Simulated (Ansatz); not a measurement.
The system is Zr3MoC.

```
CELL_PARAMETERS angstrom
4.94251 0.00000 0.00000
0.00000 4.94251 0.00000
0.00000 0.00000 4.94251
ATOMIC_POSITIONS crystal
Zr 0.50000 0.00000 0.00000
Zr 0.00000 0.50000 0.00000
Zr 0.00000 0.00000 0.50000
Mo 0.00000 0.00000 0.00000
C 0.50000 0.50000 0.50000
```

The cell was built by a generator and needn't be a form met in nature.

```yaml
Program: Ansatz 0.2.0
Task: relaxation of cell and atoms
Functional: revPBE
Potentials_or_basis: Ansatz PAW
Cutoff: "420 eV (not typed: the program's choice for these potentials)"
k_mesh: 5 × 5 × 5
Occupations: fermi-dirac, width 0.05 eV
Spin: no spin polarisation
```

At the start: volume 24.15 Å³/atom.

Task: How do energy, volume and symmetry change on relaxing?

Result: It ends after 4 steps and the volume is 24.82 Å³/atom (+2.8 %); space group Pm-3m (No. 221, to 0.05 Å).

Step by step:
| step | energy change (eV) | largest force (eV/Å) | volume (Å³) |
| --- | --- | --- | --- |
| 1 | 0.0000 | 0.0000 | 120.74 |
| 2 | -0.0150 | 0.0000 | 125.64 |
| 3 | -0.0200 | 0.0000 | 124.12 |
| 4 | -0.0212 | 0.0000 | 124.12 |

Final structure:
```
CELL_PARAMETERS angstrom
4.98829 0.00000 0.00000
0.00000 4.98829 0.00000
0.00000 0.00000 4.98829
ATOMIC_POSITIONS crystal
Zr 0.50000 0.00000 0.00000
Zr 0.00000 0.50000 0.00000
Zr 0.00000 0.00000 0.50000
Mo 0.00000 0.00000 0.00000
C 0.50000 0.50000 0.50000
```

Caveat: the plane-wave basis is chosen anew once the cell has moved, so the energies of steps on either side of that aren't comparable; the PAW data sets come from PBE, with cores solved anew for the run's functional, which leaves a small shift of forces and pressure.
